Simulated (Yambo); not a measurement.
# MgO (Fm-3m) in Yambo: further runs

Runs on MgO. Level: PBEsol. Tasks: optical spectrum by the Bethe-Salpeter equation.

All numbers are computed with Yambo 5.3.0; they aren't measurements. Logs are shortened: lines on timing, memory, paths and dates and some standing lists are left out, and cuts for length are marked.

**The experiment to reproduce.**

“Electronic structure of alkaline earth and post-transition metal oxides”, 2009, arxiv:0908.1581 quotes, for a bulk crystal of MgO: band gap 7.83 eV.

The results are compared with them further down.

### 1 Starting point

The structure is cubic, space group Fm-3m (No. 225). Conventional cell: a = 4.194 Å, b = 4.194 Å, c = 4.194 Å, α = 90.00°, β = 90.00°, γ = 90.00°. Mg (site symmetry m-3m) has 6 O at 2.10 Å as nearest neighbours. Around O (site symmetry m-3m) lie 6 Mg at 2.10 Å.

The cell is a database's computed one.

### 2 Optical spectrum by the Bethe-Salpeter equation, PBEsol

File bse4.in:

```
optics
bse
bss
rim_cut
RandQpts= 1000000
RandGvec= 50 RL
BSKmod= "HARTREE"
BSEmod= "retarded"
BSSmod= "h"
% BSEQptR
 1 | 1 |
%
% BSEBands
 6 | 11 |
%
BSENGexx= 20 Ry
% BEnRange
 0 | 20 | eV
%
% BDmRange
 0.1 | 0.1 | eV
%
BEnSteps= 200
% BLongDir
 1 | 0 | 0 |
%
BSEprop= "abs"
BSHayTrs= -0.02
```

File scf.in:

```
&CONTROL
  calculation = 'scf'
  prefix = 'pwscf'
  outdir = './tmp'
  pseudo_dir = './pseudo'
/
&SYSTEM
  ibrav = 0
  nat = 2
  ntyp = 2
  ecutwfc = 84
  nbnd = 14
  occupations = 'smearing'
  smearing = 'fd'
  degauss = 0.00367493
  force_symmorphic = .true.
/
&ELECTRONS
  conv_thr = 4d-10
  electron_maxstep = 120
  mixing_beta = 0.5
/
ATOMIC_SPECIES
Mg    24.3050 Mg.upf
O     15.9990 O.upf
CELL_PARAMETERS angstrom
   0.0000000000    2.0970013927    2.0970013927
   2.0970013927    0.0000000000    2.0970013927
   2.0970013927    2.0970013927    0.0000000000
ATOMIC_POSITIONS crystal
Mg     0.0000000000    0.0000000000    0.0000000000
O      0.5000000000    0.5000000000    0.5000000000
K_POINTS automatic
12 12 12 0 0 0
```

File nscf.in:

```
&CONTROL
  calculation = 'nscf'
  prefix = 'pwscf'
  outdir = './tmp'
  pseudo_dir = './pseudo'
/
&SYSTEM
  ibrav = 0
  nat = 2
  ntyp = 2
  ecutwfc = 84
  nbnd = 38
  occupations = 'fixed'
  force_symmorphic = .true.
/
&ELECTRONS
  conv_thr = 1d-08
  diago_full_acc = .true.
  diago_thr_init = 1d-06
/
ATOMIC_SPECIES
Mg    24.3050 Mg.upf
O     15.9990 O.upf
CELL_PARAMETERS angstrom
   0.0000000000    2.0970013927    2.0970013927
   2.0970013927    0.0000000000    2.0970013927
   2.0970013927    2.0970013927    0.0000000000
ATOMIC_POSITIONS crystal
Mg     0.0000000000    0.0000000000    0.0000000000
O      0.5000000000    0.5000000000    0.5000000000
K_POINTS automatic
12 12 12 0 0 0
```

Potentials or basis: PseudoDojo 0.4.1 SR PBEsol standard.

The run is started by

```console
OMP_NUM_THREADS=1 pw.x -in scf.in > scf.out
OMP_NUM_THREADS=1 pw.x -in nscf.in > nscf.out
cd tmp/pwscf.save; p2y; mv SAVE ../..; cd ../..
OMP_NUM_THREADS=1 yambo
OMP_NUM_THREADS=1 yambo -F bse4.in -J bse4 -C bse4_out
```

Yambo's report:

```text
[... sections 02.01 to 02.04 as in the set-up run ...]

  [02.05] Energies & Occupations
  ==============================

  [X] === General ===
  [X] Electronic Temperature                        :  0.000000  0.000000 [eV K]
  [X] Bosonic    Temperature                        :  0.000000  0.000000 [eV K]
  [X] Finite Temperature mode                       : no
  [X] El. density                                   :  0.86755E+24 [cm-3]
  [X] Fermi Level                                   :  8.095651 [eV]

  [X] === Gaps and Widths ===
  [X] Conduction Band Min                           :  4.790732 [eV]
  [X] Valence Band Max                              :  0.000000 [eV]
  [X] Filled Bands                                  :   8
  [X] Empty Bands                                   :    9   38
  [X] Direct Gap                                    :  4.790732 [eV]
  [X] Direct Gap localized at k                     :  1
  [X] Indirect Gap                                  :  4.790732 [eV]
  [X] Indirect Gap between kpts                     :  1  1
  [X] Last valence band width                       :  1.803591 [eV]
  [X] 1st conduction band width                     :  6.827879 [eV]

 [03] Transferred momenta grid and indexing
 ==========================================

 IBZ Q-points                                      :   72
 BZ  Q-points                                      :  1728

 K/Q-points units:
 rlu = crystal or reduced units; cc = cartesian coordinates; iku = interal k-units

 Q [ 1]         [rlu]:  0.000000  0.000000  0.000000
 Q [ 2]         [rlu]: -0.48167E-18 -0.48167E-18  0.83333E-01
 Q [ 3]         [rlu]:  0.26641E-17  0.26641E-17  0.16667
 Q [ 4]         [rlu]: -0.65702E-17 -0.65702E-17  0.25000
 Q [ 5]         [rlu]:  0.53282E-17  0.53282E-17  0.33333
 Q [ 6]         [rlu]:  0.37727E-16  0.37727E-16  0.41667
 Q [ 7]         [rlu]:  0.13140E-16  0.13140E-16 -0.50000
 Q [ 8]         [rlu]:  0.83007E-17  0.83333E-01  0.83333E-01
 Q [ 9]         [rlu]: -0.22954E-17  0.83333E-01  0.16667
 Q [10]         [rlu]:  0.26641E-17  0.83333E-01  0.25000
 Q [11]         [rlu]: -0.41581E-16  0.83333E-01  0.33333
 Q [12]         [rlu]: -0.44192E-16  0.83333E-01  0.41667
 Q [13]         [rlu]:  0.99717E-17  0.83333E-01  0.50000
 Q [14]         [rlu]: -0.13694E-17  0.83333E-01 -0.41667
 Q [15]         [rlu]:  0.39549E-16  0.83333E-01 -0.33333
[... 33 lines left out ...]
 Q [49]         [rlu]:  0.083333  0.250000  0.333333
 Q [50]         [rlu]:  0.083333  0.250000  0.416667

 Remaining 22 points informations can be written running with -fatlog

 [04] Coloumb potential Random Integration (RIM)
 ===============================================

  [04.01] RIM initialization
  ==========================

  * Diagonal components only detected *

  8 x (sBL volume)        :  0.009227 [a.u.]
  sBZ random points       :  1000000
  Points outside the sBZ  :   7996195
  RL volume               :  1.993044 [a.u.]
  Integrated volume       :  1.993992 [a.u.]

  [04.02] RIM integrals
  =====================

  Gamma point sphere radius             :  0.038046 [a.u.]
  Points outside the sphere             :   799659
  [Int_sBZ(q=0) 1/q^2]*(Vol_sBZ)^(-1/3) =:  7.764404
                                 should be <:  7.795600
  [WR./bse4//ndb.RIM]-------------------------------------------------------------
   Brillouin Zone Q/K grids (IBZ/BZ)                :    72  1728    72  1728
   Coulomb cutoff potential                         : none
   Coulombian RL components                         :   51
   Coulombian diagonal components                   : yes
   RIM random points                                :  1000000
   RIM  RL volume             [a.u.]                :  1.993992
   Real RL volume             [a.u.]                :  1.993044
   Eps^-1 reference component                       : 0
   Eps^-1 components                                :  0.000000  0.000000  0.000000
   RIM anysotropy factor                            :  0.000000

  Summary of Coulomb integrals for non-metallic bands |Q|[au] RIM/Bare

  Q [1] 0.100000E-4 0.995998 * Q [2] 0.114428 1.064319
  Q [8] 0.132130 1.063520 * Q [18] 0.186860 1.026772
  Q [9] 0.219113 1.019084 * Q [3] 0.228856 1.016617
  Q [19] 0.264260 1.013507 * Q [17] 0.287970 1.011324
  Q [44] 0.295451 1.010344 * Q [10] 0.323651 1.008581
  Q [20] 0.343283 1.007858 * Q [4] 0.343283 1.007575
[... 28 lines left out ...]
  Q [42] 0.814503 1.001724 * Q [71] 0.835663 1.001710
  Q [63] 0.846044 1.001772 * Q [72] 0.886354 1.001556

 [WARNING] [BS] User bands 6-11 break level degeneracy

 [05] Dipoles
 ============

  [05.01] Setup: observables and procedures
  =========================================

  [WF-Oscillators/G space/Transverse up loader] Normalization (few states)  min/max  :  0.21928E-15   1.0000

  [WR./bse4//ndb.dipoles]---------------------------------------------------------
   Brillouin Zone Q/K grids (IBZ/BZ)                :    72  1728    72  1728
   RL vectors                                       :  2229 [WF]
   Fragmentation                                    : yes
   Electronic Temperature                           :  0.000000 [K]
   Bosonic    Temperature                           :  0.000000 [K]
   DIP band range                                   :   6  11
   DIP band range limits                            :   8   9
   DIP e/h energy range                             : -1.000000 -1.000000 [eV]
   RL vectors in the sum                            :  2229
   [r,Vnl] included                                 : yes
   Bands ordered                                    : yes
   Direct v evaluation                              : no
   Approach used                                    : G-space v
   Dipoles computed                                 : R V P [G-space]
   Wavefunctions                                    : Perdew, Burke & Ernzerhof SOL(X)+Perdew, Burke & Ernzerhof SOL(C)

  [WARNING] [r,Vnl^pseudo] included in position and velocity dipoles.

  [WARNING] In case H contains other non local terms, these are neglected

 [06] Bethe Salpeter Equation driver
 ===================================

  [06.01] Bethe Salpeter Equation @q1
  ===================================

   [06.01.01] Transition pre-analysis @q1
   ======================================

   [06.01.02] Transition Groups build-up @q1
   =========================================

   [BSK] Transition groups (total):   72
   [BSK] Size (resonant):  15552
   [BSK]         (total):  15552
   [BSK] N. of matrices :  1

   [06.01.03] Loading Dipoles @q1
   ==============================

   [06.01.04] Independent Particles properties @q1
   ===============================================

   [06.01.05] BSE Kernel @q1 (Resonant EXCHANGE)
   =============================================

   [BSE] Exchange components :  181

   [06.01.06] Main kernel loop
   ===========================

   [WR./bse4//ndb.BS_Q1_CPU_0]-----------------------------------------------------
    Brillouin Zone Q/K grids (IBZ/BZ)                :    72  1728    72  1728
    RL vectors                                       :  2229 [WF]
    Coulomb cutoff potential                         : none
    Parallel CPUs
    Parallel Roles
    Fragmentation                                    : no
    BS kernel          wavefunctions                 : Perdew, Burke & Ernzerhof SOL(X)+Perdew, Burke & Ernzerhof SOL(C)
    Static diel. fun.  energies                      : Perdew, Burke & Ernzerhof SOL(X)+Perdew, Burke & Ernzerhof SOL(C)
    wavefunctions                                    : Perdew, Burke & Ernzerhof SOL(X)+Perdew, Burke & Ernzerhof SOL(C)
    [K] Identifier                                   :   7744
    [K] Dimension                                    :  15552
    [K] Bands                                        :   6  11
    [K] Exchange                                     : yes [res]
    [K] Correlation                                  : no [res]
    [K] Kernel`s coupling                            : no
    [K] Exchange                                     : no [cpl]
    [K] Correlation                                  : no [cpl]
    [K] W interaction is bare                        : no
    [K] ALDA kernel in R-space                       : no
    [K] RL vectors                                   :  181 [exchange]
    [K] E/h energy range                             : -1.000000 -1.000000 [eV]
    [K] Coupling range                               :  100.0000  100.0000 [o/o]
    [K] Kernel long-range exchange                   : BAR

  [06.02] BSE solver(s) @q1
  =========================

  [06.03] Haydock Solver in the optics basis @q1 using the hermitian scheme
  =========================================================================

  Accuracy (requested)      : -0.020000 [o/o]
  Accuracy (reached)        :  0.019407 [o/o]
  Iterations                :  199
```

Run time: 4.5 min. Hardware: 1 thread of Arm Neoverse V1, shared host; peak memory 2.2 GiB.

What came out:

| Item | Value |
| --- | --- |
| Band gap on the k mesh, mean-field level | 4.79 eV, direct |

Dielectric function (along the field direction of the input):
```
energy (eV)  real part  imaginary part
       0.30       2.82            0.00
       1.31       2.85            0.01
       2.31       2.93            0.01
       3.32       3.07            0.02
       4.42       3.40            0.05
       5.43       3.60            0.67
       6.43       3.39            1.93
       7.54       3.79            2.19
       8.54       3.75            2.20
       9.55       3.68            3.01
      10.65       3.26            5.49
      11.66       0.03            5.15
      12.66      -0.14            2.59
      13.77       0.66            1.70
      14.77       1.27            2.64
      15.78       0.16            3.16
      16.88      -1.55            3.18
      17.89      -1.74            0.99
      18.89      -0.99            0.36
      20.00      -0.38            0.10
```

Caveat: spectra need much finer meshes, so this one isn't converged.

[end of part 1 of 2]
